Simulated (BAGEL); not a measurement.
# RI-MP2/6-31G(d) (density fitting with qzvpp-jkfit, spherical functions) run of CH3BrOSi (SMILES CO[Si]Br)

What is the energy change on altering one bond length of CH3BrOSi at RI-MP2/6-31G* (density fitting with qzvpp-jkfit, spherical functions)? 

The calculation is run with BAGEL 1.2.2.

7 further runs of the same task are left out: 3 that didn't finish, 4 set aside as unsound or not needed.

### 1 Starting point

CH3BrOSi: 7 atoms, total charge 0, spin state singlet. SMILES: `CO[Si]Br`. The coordinates come from a PBE0-D4/def2-TZVP relaxation. This is one conformer, not always the lowest.

Bond lengths: C1–O2 1.412 Å, O2–Si3 1.621 Å, Si3–Br4 2.297 Å, C1–H5 1.091 Å, C1–H6 1.091 Å, C1–H7 1.092 Å. Angles: C1–O2–Si3 138.1°, O2–Si3–Br4 103.3°, O2–C1–H5 108.7°, O2–C1–H6 108.8°, O2–C1–H7 111.1°, H5–C1–H6 108.9°, H5–C1–H7 109.7°, H6–C1–H7 109.6°.

### 2 The energy at RI-MP2/6-31G(d) (density fitting with qzvpp-jkfit, spherical functions)

File input.json:

```json
{ "bagel": [

{
  "title": "molecule",
  "basis": "6-31gs.json",
  "df_basis": "qzvpp-jkfit",
  "angstrom": true,
  "geometry": [
    { "atom": "C", "xyz": [   -0.028500,    0.839700,   -0.188700 ] },
    { "atom": "O", "xyz": [    0.687800,   -0.287000,   -0.649700 ] },
    { "atom": "Si", "xyz": [    0.777700,   -1.873600,   -0.330500 ] },
    { "atom": "Br", "xyz": [   -0.753900,   -2.160200,    1.357700 ] },
    { "atom": "H", "xyz": [    0.683600,    1.585500,    0.168600 ] },
    { "atom": "H", "xyz": [   -0.594400,    1.260500,   -1.021500 ] },
    { "atom": "H", "xyz": [   -0.711200,    0.567100,    0.618500 ] }
  ]
},
{ "title": "hf" },
{ "title": "mp2", "ncore": 16 }

]}
```

The basis set 6-31G* is read from a file made from the Basis Set Exchange's data (not shown).

Run with:

```bash
$ BAGEL_NUM_THREADS=1 BAGEL input.json > input.out
```

The log of the run:

```text
* using 1 threads per process

  ===============================================================
  ===============================================================

  *** Geometry ***

  { "atom" : "C", "xyz" : [     -0.053857,      1.586803,     -0.356591 ] },
  { "atom" : "O", "xyz" : [      1.299754,     -0.542351,     -1.227755 ] },
  { "atom" : "Si", "xyz" : [      1.469640,     -3.540591,     -0.624554 ] },
  { "atom" : "Br", "xyz" : [     -1.424665,     -4.082186,      2.565681 ] },
  { "atom" : "H", "xyz" : [      1.291817,      2.996161,      0.318608 ] },
  { "atom" : "H", "xyz" : [     -1.123253,      2.382000,     -1.930355 ] },
  { "atom" : "H", "xyz" : [     -1.343973,      1.071664,      1.168796 ] },

  Number of auxiliary basis functions:      600

  Since a DF basis is specified, we compute 2- and 3-index integrals:
    o Being stored without compression. Storage requirement is 0.034 GB

  Number of basis functions:       84
  Number of electrons      :       66

    * METHOD: MOLECULE                             0.42

  *** RHF ***

  === Nuclear Repulsion ===
   300.9956062340

      * DIIS with orbital gradients will be used.

  === RHF iteration (6-31gs.json) ===
      0      -2975.37628278          0.01610948           0.13
      1      -2975.47334275          0.01223024           0.12
      2      -2975.54282887          0.00128035           0.12
      3      -2975.54457530          0.00050219           0.12
      4      -2975.54477049          0.00012408           0.12
      5      -2975.54479970          0.00003938           0.12
      6      -2975.54480372          0.00001411           0.12
      7      -2975.54480417          0.00000274           0.12
      8      -2975.54480418          0.00000097           0.12
      9      -2975.54480418          0.00000050           0.12
     10      -2975.54480418          0.00000013           0.12
     11      -2975.54480418          0.00000006           0.12
     12      -2975.54480418          0.00000002           0.12
     13      -2975.54480418          0.00000001           0.12
    * SCF iteration converged.

    * Permanent dipole moment:
           (   -0.174348,    -0.819608,     0.397156) a.u.

    * METHOD: HF                                   2.03

  *** RHF ***

  === Nuclear Repulsion ===
   300.9956062340

      * DIIS with orbital gradients will be used.

  === RHF iteration (6-31gs.json) ===
      0      -2975.54480418          0.00000000           0.12
    * SCF iteration converged.

    * Permanent dipole moment:
           (   -0.174348,    -0.819608,     0.397156) a.u.

  === DF-MP2 calculation ===

    * freezing 16 orbitals
    * 3-index integral transformation done
    * assembly done

      MP2 correlation energy:   -0.6297389661      0.06

      MP2 total energy:       -2976.1745431501

    * METHOD: MP2                                  0.31

  ===============================================================
```

Run time: 2.9 s. Hardware: 1 thread of Arm Neoverse V1, shared host; peak memory 0.16 GiB.

### 3 The distorted shape, same level

File job.json:

```json
{ "bagel": [

{
  "title": "molecule",
  "basis": "6-31gs.json",
  "df_basis": "qzvpp-jkfit",
  "angstrom": true,
  "geometry": [
    { "atom": "C", "xyz": [    0.201248,    0.882692,   -0.441939 ] },
    { "atom": "O", "xyz": [    0.917548,   -0.244008,   -0.902939 ] },
    { "atom": "Si", "xyz": [    1.007448,   -1.830608,   -0.583739 ] },
    { "atom": "Br", "xyz": [   -0.753900,   -2.160200,    1.357700 ] },
    { "atom": "H", "xyz": [    0.913348,    1.628492,   -0.084639 ] },
    { "atom": "H", "xyz": [   -0.364652,    1.303492,   -1.274739 ] },
    { "atom": "H", "xyz": [   -0.481452,    0.610092,    0.365261 ] }
  ]
},
{
  "title": "hf",
  "charge": 0
},
{
  "title": "mp2",
  "charge": 0,
  "ncore": 16
}

]}
```

The basis set 6-31G* is read from a file made from the Basis Set Exchange's data (not shown).

Run with:

```bash
$ BAGEL_NUM_THREADS=1 BAGEL job.json > job.out
```

The log of the run:

```text
* using 1 threads per process

  ===============================================================
  ===============================================================

  *** Geometry ***

  { "atom" : "C", "xyz" : [      0.380304,      1.668046,     -0.835144 ] },
  { "atom" : "O", "xyz" : [      1.733914,     -0.461108,     -1.706307 ] },
  { "atom" : "Si", "xyz" : [      1.903801,     -3.459348,     -1.103107 ] },
  { "atom" : "Br", "xyz" : [     -1.424665,     -4.082186,      2.565681 ] },
  { "atom" : "H", "xyz" : [      1.725978,      3.077404,     -0.159945 ] },
  { "atom" : "H", "xyz" : [     -0.689092,      2.463243,     -2.408908 ] },
  { "atom" : "H", "xyz" : [     -0.909812,      1.152907,      0.690243 ] },

  Number of auxiliary basis functions:      600

  Since a DF basis is specified, we compute 2- and 3-index integrals:
    o Being stored without compression. Storage requirement is 0.034 GB

  Number of basis functions:       84
  Number of electrons      :       66

    * METHOD: MOLECULE                             0.40

  *** RHF ***

  === Nuclear Repulsion ===
   279.5094244276

      * DIIS with orbital gradients will be used.

  === RHF iteration (6-31gs.json) ===
      0      -2975.34760827          0.01629417           0.13
      1      -2975.45451381          0.01274929           0.12
      2      -2975.52956102          0.00129216           0.12
      3      -2975.53132285          0.00055553           0.12
      4      -2975.53157113          0.00014244           0.12
      5      -2975.53160787          0.00004803           0.13
      6      -2975.53161446          0.00001814           0.13
      7      -2975.53161540          0.00000379           0.12
      8      -2975.53161544          0.00000126           0.12
      9      -2975.53161544          0.00000044           0.12
     10      -2975.53161544          0.00000015           0.12
     11      -2975.53161544          0.00000006           0.12
     12      -2975.53161544          0.00000002           0.12
     13      -2975.53161544          0.00000001           0.12
    * SCF iteration converged.

    * Permanent dipole moment:
           (   -0.853749,    -0.987090,     1.156521) a.u.

    * METHOD: HF                                   2.02

  *** RHF ***

  === Nuclear Repulsion ===
   279.5094244276

      * DIIS with orbital gradients will be used.

  === RHF iteration (6-31gs.json) ===
      0      -2975.53161544          0.00000000           0.12
    * SCF iteration converged.

    * Permanent dipole moment:
           (   -0.853749,    -0.987090,     1.156521) a.u.

  === DF-MP2 calculation ===

    * freezing 16 orbitals
    * 3-index integral transformation done
    * assembly done

      MP2 correlation energy:   -0.6285671740      0.06

      MP2 total energy:       -2976.1601826144

    * METHOD: MP2                                  0.32

  ===============================================================
```

Wall time 2.9 s (1 thread of Arm Neoverse V1, shared host); peak memory 0.16 GiB.

### 4 Results

At RI-MP2/6-31G* (density fitting with qzvpp-jkfit, spherical functions), 16 core orbitals frozen:

```
                                                           quantity           value
                                          first shape: total energy  -2976.17454 Eh
          first shape: correlation energy (16 core orbitals frozen)      -629.7 mEh
                                      distorted shape: total energy  -2976.16018 Eh
      distorted shape: correlation energy (16 core orbitals frozen)      -628.6 mEh
energy change with the Si3–Br4 bond stretched from 2.297 to 2.642 Å        0.391 eV
```

**Reading.** With the Si3–Br4 bond stretched from 2.297 to 2.642 Å the energy rises by 0.39 eV (37.7 kJ/mol). The first shape isn't relaxed at this level, so the change isn't measured from a minimum.
